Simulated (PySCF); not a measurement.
**A diatomic session: BTe, part 1 of 2**

What are the lowest state that PBE0 finds, the bond length, vibrational wavenumber and bond energy of BTe, and how much do these hang on the method?

Computed with PySCF 2.14.0. Level: B aug-cc-pVDZ, Te aug-cc-pVDZ-PP with ECP28, scalar-relativistic core potentials.

## 1. The job

A driver script around PySCF takes these settings:

- atoms: B, Te
- charge: 0
- basis: B aug-cc-pVDZ, Te aug-cc-pVDZ-PP with ECP28
- Hamiltonian: scalar-relativistic core potentials
- basis functions: 55
- electrons treated: 29
- masses in u: 11.0093, 129.9062
- levels: PBE0, PBE, r²SCAN, MN15, BHandHLYP, B97-3, LC-ωPBE, HF, MP2, SCS-MP2, CCSD, CCSD(T)
- grid: 80 radial by 434 angular points
- occupations: held fixed by the projection of orbital angular momentum
- dissociation limit: B + Te, each in its ground configuration
- starting distance in angstrom: 2.135
- values of 2S to try: 1, 3

Started as:

```
OMP_NUM_THREADS=1 python dia.py task.json out
```

After the search, every level is run at each distance in turn; below they are sorted by level.

## 2. State search with unrestricted PBE0

At the starting distance of 2.135 Å the search finds these solutions (others can lie among them):

```tsv
2Ms+1	unpaired	term	E (eV)	⟨S²⟩	⟨Lz²⟩	μ (D)
2	σ ↑	²Σ⁺	0.00	0.78	0.00	-0.25
2	π ↑	²Π	0.91	0.75	1.01	2.14
4	σ ↑, π ↑↑	not assigned	2.12	3.76	2.01	1.05
4	σ ↑, π ↑↑	not assigned	2.47	3.76	2.01	0.77
2	σ ↑, π ↑↓	not assigned	2.63	1.76	2.01	0.64
2	σ ↑, π ↑↓	not assigned	3.09	1.77	2.01	1.18
2	π ↑	²Π	3.37	0.88	1.01	-0.89
4	π ↑↑↑	⁴Π	4.31	3.77	1.01	4.66
4	σ ↑↑, π ↑	⁴Π	5.52	3.76	1.02	-2.46
4	σ ↑↑, π ↑	⁴Π	5.53	3.84	1.00	0.61
```

10 of 11 solutions are listed, lowest first. Solutions whose top level lies above zero are left out, so the zero of the table need not be the lowest of all.

A term symbol stands only where ⟨S²⟩ and ⟨Lz²⟩ are near those of a pure state. A positive dipole means B(−)Te(+).

The most promising solutions are followed along the bond (rough minima from three points):

```tsv
2Ms+1	unpaired	R at minimum (Å)	energy at minimum (eV)
2	σ ↑	1.97	0.00
2	π ↑	not bracketed	≤ 1.20
4	σ ↑, π ↑↑	2.15	2.42
```

The search made 11 SCF attempts at the starting distance; with the short scans it took 6.2 s of wall time (1 thread of Intel Xeon 6975P-C (Granite Rapids), shared host).

## 3. The PBE0 curve of the state that the search chose

State followed: ²Σ⁺ (doublet), unpaired electrons σ ↑. The scan is laid around 1.965 Å.

Output of the SCF at 1.965 Å:

```text
******** <class 'pyscf.dft.uks_symm.SymAdaptedUKS'> ********
method = SymAdaptedUKS
initial guess = minao
damping factor = 0
level_shift factor = 0
DIIS = <class 'pyscf.scf.diis.CDIIS'>
diis_start_cycle = 1
diis_space = 10
diis_damp = 0
SCF conv_tol = 1e-09
SCF conv_tol_grad = None
SCF max_cycles = 60
direct_scf = False
max_memory 909 MB (current use 319 MB)
number electrons alpha = 15  beta = 14
XC library pyscf.dft.libxc version 7.0.0
    S. Lehtola, C. Steigemann, M. J.T. Oliveira, and M. A.L. Marques.,  SoftwareX 7, 1–5 (2018)
XC functionals = PBE0
    C. Adamo and V. Barone.,  J. Chem. Phys. 110, 6158 (1999)
    M. Ernzerhof and G. E. Scuseria.,  J. Chem. Phys. 110, 5029 (1999)
small_rho_cutoff = 0
Overwritten attributes  get_k get_occ get_j get_jk get_hcore  of <class 'pyscf.dft.uks_symm.SymAdaptedUKS'>
<class 'pyscf.dft.uks_symm.SymAdaptedUKS'> does not have attributes  refdm
Set gradient conv threshold to 3.16228e-05
init E= -292.756733328513
cycle= 1 E= -292.75125866704  delta_E= 0.00547  |g|= 0.00501  |ddm|= 0.0303
cycle= 2 E= -292.751188956436  delta_E= 6.97e-05  |g|= 0.0106  |ddm|= 0.0348
cycle= 3 E= -292.751279317719  delta_E= -9.04e-05  |g|= 0.0016  |ddm|= 0.0238
cycle= 4 E= -292.751281446871  delta_E= -2.13e-06  |g|= 0.000182  |ddm|= 0.00345
cycle= 5 E= -292.75128149148  delta_E= -4.46e-08  |g|= 5.9e-05  |ddm|= 0.00061
cycle= 6 E= -292.75128150183  delta_E= -1.04e-08  |g|= 1.59e-05  |ddm|= 0.000432
cycle= 7 E= -292.751281503685  delta_E= -1.85e-09  |g|= 9.61e-06  |ddm|= 0.000149
cycle= 8 E= -292.751281504788  delta_E= -1.1e-09  |g|= 4.4e-06  |ddm|= 0.000162
cycle= 9 E= -292.751281504948  delta_E= -1.6e-10  |g|= 3.22e-07  |ddm|= 8.36e-05
Extra cycle  E= -292.751281504948  delta_E=    0  |g|= 2.92e-07  |ddm|= 2.3e-06
converged SCF energy = -292.751281504948  <S^2> = 0.77871885  2S+1 = 2.0285156
```

The curve and what changes along it:

```tsv
R (Å)	E (eV)	μ (D)	Mulliken charge of B (e)	Mayer bond order	⟨S²⟩	HOMO (eV)	LUMO (eV)
1.6899	1.4227	0.67	-0.87	2.12	0.77	-7.62	-2.87
1.7685	0.6279	0.51	-0.76	2.12	0.77	-7.78	-3.09
1.8471	0.1910	0.35	-0.67	2.11	0.77	-7.62	-3.32
1.9061	0.0387	0.23	-0.60	2.10	0.78	-7.51	-3.49
1.9650	0.0000	0.11	-0.54	2.08	0.78	-7.40	-3.66
2.0240	0.0484	-0.02	-0.49	2.06	0.78	-7.30	-3.83
2.1026	0.2113	-0.18	-0.43	2.02	0.78	-7.18	-4.05
2.2008	0.5176	-0.38	-0.36	1.95	0.78	-7.04	-4.31
2.3187	0.9618	-0.63	-0.29	1.85	0.78	-6.89	-4.58
2.4759	1.5806	-0.98	-0.19	1.69	0.77	-6.69	-4.84
```

Fit: Re = 1.959 Å, ωe = 829 cm⁻¹, ωexe = 4.16 cm⁻¹, αe = 0.00276 cm⁻¹, Be = 0.4328 cm⁻¹, De = 4.00 eV, μ = 0.12 D.

Orbitals nearest the gap at 1.965 Å:

```tsv
spin	orbital	ε (eV)	filled	made of
β	δ	-44.10	yes	Te d 100 %
α	σ	-18.20	yes	Te s 61 %, B s 28 %, B p 10 %
β	σ	-17.98	yes	Te s 66 %, B s 23 %, B p 11 %
α	σ	-11.82	yes	B s 68 %, Te s 22 %, Te p 16 %
β	σ	-10.83	yes	B s 47 %, Te p 33 %, Te s 19 %
α	σ	-8.06	yes	B p 50 %, Te p 30 %, B s 16 %
α	π	-7.48	yes	Te p 68 %, B p 30 %
α	π	-7.48	yes	Te p 68 %, B p 30 %
β	π	-7.40	yes	Te p 79 %, B p 19 %
β	π	-7.40	yes	Te p 79 %, B p 19 %
β	σ	-3.66	no	B s 44 %, B p 37 %, Te p 15 %
α	π	-2.25	no	B p 65 %, Te p 29 %
α	π	-2.25	no	B p 65 %, Te p 29 %
β	π	-1.48	no	B p 75 %, Te p 19 %
```

Polarisability there: 73.0 bohr³ along the bond, 48.2 across it.

## 4. Fields at the reference distance

Orbitals, density, ELF and potential are computed afterwards from the orbital file.

Frontier orbitals at PBE0 (alpha spin), with the share of their density that lies nearest to each atom:

```tsv
orbital	energy (eV)	lies on
HOMO-1	-7.48	Te2 68 %; B1 32 %
HOMO	-7.48	Te2 68 %; B1 32 %
LUMO	-2.25	B1 64 %; Te2 36 %
```

ELF in a plane through or near 2 of the atoms.

Values, 10 rows by 14 columns:
```
0.00 0.00 0.00 0.00 0.01 0.03 0.09 0.16 0.24 0.23 0.16 0.04 0.00 0.00
0.00 0.01 0.04 0.12 0.17 0.22 0.32 0.43 0.58 0.61 0.52 0.28 0.06 0.01
0.00 0.09 0.32 0.53 0.49 0.47 0.51 0.58 0.75 0.79 0.75 0.50 0.16 0.03
0.03 0.54 0.86 0.93 0.83 0.69 0.75 0.67 0.44 0.47 0.70 0.73 0.31 0.08
0.13 0.83 0.97 0.99 0.52 0.18 0.83 0.40 0.69 0.74 0.31 0.75 0.45 0.12
0.16 0.86 0.98 0.99 0.22 0.95 0.77 0.32 0.72 0.58 0.37 0.73 0.47 0.13
0.07 0.73 0.94 0.97 0.85 0.48 0.82 0.56 0.31 0.35 0.43 0.76 0.39 0.10
0.01 0.28 0.64 0.80 0.69 0.61 0.65 0.67 0.71 0.76 0.80 0.64 0.23 0.06
0.00 0.04 0.19 0.37 0.37 0.39 0.45 0.53 0.71 0.75 0.68 0.42 0.13 0.02
0.00 0.00 0.01 0.03 0.06 0.10 0.20 0.31 0.42 0.43 0.34 0.15 0.02 0.00
```
The map spans 7.2 Å across and 5.2 Å up, centred on the molecule. Atoms in the plane (x, y in Å): B1 (-1.0, 0.0), Te2 (1.0, 0.0).

On the surface of density 0.002 e/bohr³ the electrostatic potential runs, from the 1st to the 99th percentile, from -0.18 to 1.04 V.

The spin density lies nearest to B1 79 %; Te2 21 % (both signs).

Core electrons inside the core potentials are missing from the density.

## 5. Other states along the same grid

State 2: ²Π (doublet), unpaired electrons π ↑, an excited solution.

Log of the SCF at 1.965 Å:

```text
[... 13 set-up lines left out, the same as in an earlier log ...]
max_memory 909 MB (current use 373 MB)
[... 8 set-up lines left out, the same as in an earlier log ...]
init E= -292.694358128157
cycle= 1 E= -292.69050564999  delta_E= 0.00385  |g|= 0.00516  |ddm|= 0.0368
cycle= 2 E= -292.690475909286  delta_E= 2.97e-05  |g|= 0.00791  |ddm|= 0.0357
cycle= 3 E= -292.690531410097  delta_E= -5.55e-05  |g|= 0.000544  |ddm|= 0.0206
cycle= 4 E= -292.690531644726  delta_E= -2.35e-07  |g|= 9.4e-05  |ddm|= 0.00132
cycle= 5 E= -292.690531652993  delta_E= -8.27e-09  |g|= 1.72e-05  |ddm|= 0.000324
cycle= 6 E= -292.69053165372  delta_E= -7.27e-10  |g|= 4.74e-06  |ddm|= 9.93e-05
Extra cycle  E= -292.690531653813  delta_E= -9.3e-11  |g|= 3.11e-06  |ddm|= 3e-05
converged SCF energy = -292.690531653813  <S^2> = 0.75319034  2S+1 = 2.0031878
```

Re = 2.217 Å, ωe = 534 cm⁻¹, ωexe = 2.43 cm⁻¹, αe = 0.00249 cm⁻¹, Be = 0.3378 cm⁻¹, μ = 1.70 D. Its minimum lies 1.17 eV above that of the lowest state.

State 3: quartet, unpaired electrons σ ↑, π ↑↑, an excited solution.

The SCF at the reference distance, 1.965 Å, printed:

```text
[... 14 set-up lines left out, the same as in an earlier log ...]
number electrons alpha = 16  beta = 13
[... 7 set-up lines left out, the same as in an earlier log ...]
init E= -292.65599564944
cycle= 1 E= -292.651914791643  delta_E= 0.00408  |g|= 0.00297  |ddm|= 0.0297
cycle= 2 E= -292.65191256141  delta_E= 2.23e-06  |g|= 0.00351  |ddm|= 0.0194
cycle= 3 E= -292.651922967444  delta_E= -1.04e-05  |g|= 0.000577  |ddm|= 0.0105
cycle= 4 E= -292.651923249462  delta_E= -2.82e-07  |g|= 8.73e-05  |ddm|= 0.00135
cycle= 5 E= -292.651923261  delta_E= -1.15e-08  |g|= 3.54e-05  |ddm|= 0.000373
cycle= 6 E= -292.651923264722  delta_E= -3.72e-09  |g|= 8.74e-06  |ddm|= 0.00025
cycle= 7 E= -292.651923265187  delta_E= -4.65e-10  |g|= 2.31e-06  |ddm|= 9.06e-05
Extra cycle  E= -292.651923265211  delta_E= -2.39e-11  |g|= 1.5e-06  |ddm|= 1.47e-05
converged SCF energy = -292.651923265211  <S^2> = 3.7589176  2S+1 = 4.0044563
```

Re = 2.143 Å, ωe = 593 cm⁻¹; the determinant mixes terms (⟨S²⟩ = 3.76, ⟨Lz²⟩ = 2.01), so these belong to no real state. Its minimum lies 2.43 eV above that of the lowest state.

Energy (eV) from the lowest point of the lowest state:

```tsv
R (Å)	lowest	state 2	state 3
1.690	1.423	4.477	5.289
1.768	0.628	3.264	4.134
1.847	0.191	2.422	3.359
1.906	0.039	1.975	2.968
1.965	0.000	1.653	2.704
2.024	0.048	1.429	2.539
2.103	0.211	1.251	2.438
2.201	0.518	1.170	2.446
2.319	0.962	1.217	2.579
2.476	1.581	1.427	2.853
```

## 6. PBE (GGA)

Log of the SCF at 1.965 Å:

```text
[... 17 set-up lines left out, the same as in an earlier log ...]
XC functionals = PBE
    J. P. Perdew, K. Burke, and M. Ernzerhof.,  Phys. Rev. Lett. 77, 3865 (1996)
    J. P. Perdew, K. Burke, and M. Ernzerhof.,  Phys. Rev. Lett. 78, 1396 (1997)
    J. P. Perdew, K. Burke, and M. Ernzerhof.,  Phys. Rev. Lett. 77, 3865 (1996)
    J. P. Perdew, K. Burke, and M. Ernzerhof.,  Phys. Rev. Lett. 78, 1396 (1997)
[... 2 set-up lines left out, the same as in an earlier log ...]
init E= -292.731445982343
cycle= 1 E= -292.730164269419  delta_E= 0.00128  |g|= 0.056  |ddm|= 0.253
cycle= 2 E= -292.694276431943  delta_E= 0.0359  |g|= 0.204  |ddm|= 0.527
cycle= 3 E= -292.732702852566  delta_E= -0.0384  |g|= 0.00876  |ddm|= 0.43
cycle= 4 E= -292.732763774645  delta_E= -6.09e-05  |g|= 0.00287  |ddm|= 0.013
cycle= 5 E= -292.732770823141  delta_E= -7.05e-06  |g|= 0.0006  |ddm|= 0.00733
cycle= 6 E= -292.732771334134  delta_E= -5.11e-07  |g|= 0.000167  |ddm|= 0.00249
cycle= 7 E= -292.732771468652  delta_E= -1.35e-07  |g|= 5.19e-05  |ddm|= 0.00165
cycle= 8 E= -292.732771485482  delta_E= -1.68e-08  |g|= 2.18e-05  |ddm|= 0.000837
cycle= 9 E= -292.732771485944  delta_E= -4.62e-10  |g|= 2.4e-06  |ddm|= 5.91e-05
Extra cycle  E= -292.732771485854  delta_E= 8.94e-11  |g|= 1.04e-05  |ddm|= 2.41e-05
converged SCF energy = -292.732771485854  <S^2> = 0.77015549  2S+1 = 2.0200549
```

Re = 1.976 Å, ωe = 796 cm⁻¹, ωexe = 4.06 cm⁻¹, αe = 0.00281 cm⁻¹, Be = 0.4255 cm⁻¹, De = 4.32 eV, μ = 0.34 D.

## 7. r²SCAN (meta-GGA)

Output of the SCF at 1.965 Å:

```text
[... 17 set-up lines left out, the same as in an earlier log ...]
XC functionals = R2SCAN
    J. W. Furness, A. D. Kaplan, J. Ning, J. P. Perdew, and J. Sun.,  J. Phys. Chem. Lett. 11, 8208-8215 (2020)
    J. W. Furness, A. D. Kaplan, J. Ning, J. P. Perdew, and J. Sun.,  J. Phys. Chem. Lett. 11, 9248-9248 (2020)
    J. W. Furness, A. D. Kaplan, J. Ning, J. P. Perdew, and J. Sun.,  J. Phys. Chem. Lett. 11, 8208-8215 (2020)
    J. W. Furness, A. D. Kaplan, J. Ning, J. P. Perdew, and J. Sun.,  J. Phys. Chem. Lett. 11, 9248-9248 (2020)
[... 2 set-up lines left out, the same as in an earlier log ...]
init E= -292.868240306959
cycle= 1 E= -292.868707120878  delta_E= -0.000467  |g|= 0.00375  |ddm|= 0.13
cycle= 2 E= -292.868696077991  delta_E= 1.1e-05  |g|= 0.00557  |ddm|= 0.0195
cycle= 3 E= -292.868711761138  delta_E= -1.57e-05  |g|= 0.00392  |ddm|= 0.0172
cycle= 4 E= -292.868725437016  delta_E= -1.37e-05  |g|= 0.000759  |ddm|= 0.00978
cycle= 5 E= -292.86872697255  delta_E= -1.54e-06  |g|= 0.000269  |ddm|= 0.00459
cycle= 6 E= -292.868727588734  delta_E= -6.16e-07  |g|= 0.000165  |ddm|= 0.00369
cycle= 7 E= -292.868727757334  delta_E= -1.69e-07  |g|= 1.84e-05  |ddm|= 0.00257
cycle= 8 E= -292.868727759368  delta_E= -2.03e-09  |g|= 3.49e-06  |ddm|= 0.000302
cycle= 9 E= -292.86872775939  delta_E= -2.19e-11  |g|= 1.05e-06  |ddm|= 3.29e-05
Extra cycle  E= -292.868727759382  delta_E= 8.01e-12  |g|= 3.16e-06  |ddm|= 9.44e-06
converged SCF energy = -292.868727759382  <S^2> = 0.78735523  2S+1 = 2.0370127
```

Re = 1.964 Å, ωe = 823 cm⁻¹, ωexe = 4.02 cm⁻¹, αe = 0.00271 cm⁻¹, Be = 0.4304 cm⁻¹, De = 4.17 eV, μ = 0.10 D. 6.5 s of CPU time for 12 points, integrals apart.

(Continued in part 2 of 2.)
